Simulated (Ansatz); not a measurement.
# BH₅O₂Si: how energies converge with the basis set

One table from this session's results is given with a row withheld; the runs are named, their logs left out.

The runs use Ansatz 0.2.0, Gaussian basis; one geometry, several basis sets.

Plan: PBE0-D4/def2-SVP; ωB97M-V/def2-SVP; PBE0-D4/def2-QZVPP; ωB97M-V/def2-QZVPP; the functionals' def2-TZVPP values are taken from earlier runs.

## The geometry

The geometry comes from an earlier relaxation with PBE0-D4 in a triple-zeta def2 set; it is a stationary point, not always the lowest conformer.

9 atoms, charge 0, spin multiplicity 1.

Atoms are counted from 1 here; the program's logs count them from 0.

Bond lengths: O1–B2 1.363 Å, O1–H5 0.963 Å, B2–O3 1.364 Å, B2–Si4 2.033 Å, O3–H6 0.963 Å, Si4–H7 1.487 Å, Si4–H8 1.490 Å, Si4–H9 1.490 Å. Angles: B2–O1–H5 115.8°, O1–B2–O3 124.1°, O1–B2–Si4 118.6°, O3–B2–Si4 117.3°, B2–O3–H6 116.1°, B2–Si4–H7 111.8°, B2–Si4–H8 110.5°, B2–Si4–H9 110.3°, H7–Si4–H8 108.3°, H7–Si4–H9 108.2°, H8–Si4–H9 107.5°.

Set-up of the first run:

The input, in.yaml:

```yaml
crystal:
  periodic: [false, false, false]
  atoms:
    - {symbol: O, position_ang: [-0.060762, 0.987852, -1.413701]}
    - {symbol: B, position_ang: [0.320505, 0.432339, -0.228754]}
    - {symbol: O, position_ang: [1.402884, 0.840873, 0.493156]}
    - {symbol: Si, position_ang: [-0.782513, -1.098213, 0.529006]}
    - {symbol: H, position_ang: [0.487672, 1.711730, -1.733306]}
    - {symbol: H, position_ang: [1.909793, 1.568925, 0.119633]}
    - {symbol: H, position_ang: [-1.893573, -1.482994, -0.381910]}
    - {symbol: H, position_ang: [0.073748, -2.295681, 0.756083]}
    - {symbol: H, position_ang: [-1.369155, -0.711231, 1.842693]}
basis:
  gaussian: {orbitals: def2-SVP}
hamiltonian: {xc: pbe0, dispersion: d4}
output: {orbitals: {seedname: orbitals}}
```

Command:

```console
> ansatz run in.yaml --threads 2 --pin off --events-out ev --progress --plain --max-ram 4352MiB
```

Among the steps run: PBE0-D4 in def2-SVP; ωB97M-V in def2-SVP; PBE0-D4 in def2-QZVPP; ωB97M-V in def2-QZVPP.

One of the session's tables, all rows but one given; the rest of the session is left out.

```
functional       basis  HOMO (eV)  LUMO (eV)
   PBE0-D4    def2-SVP          ?          ?
   PBE0-D4  def2-TZVPP      -8.38      -0.06
   PBE0-D4  def2-QZVPP      -8.40      -0.21
   ωB97M-V    def2-SVP     -10.35       2.28
   ωB97M-V  def2-TZVPP     -10.54       1.57
   ωB97M-V  def2-QZVPP     -10.57       0.92
```

Q: Estimate the row for PBE0-D4, def2-SVP from the others.

The run gave: HOMO (eV): -8.23; LUMO (eV): 0.21. In the column «HOMO (eV)» it is the highest.
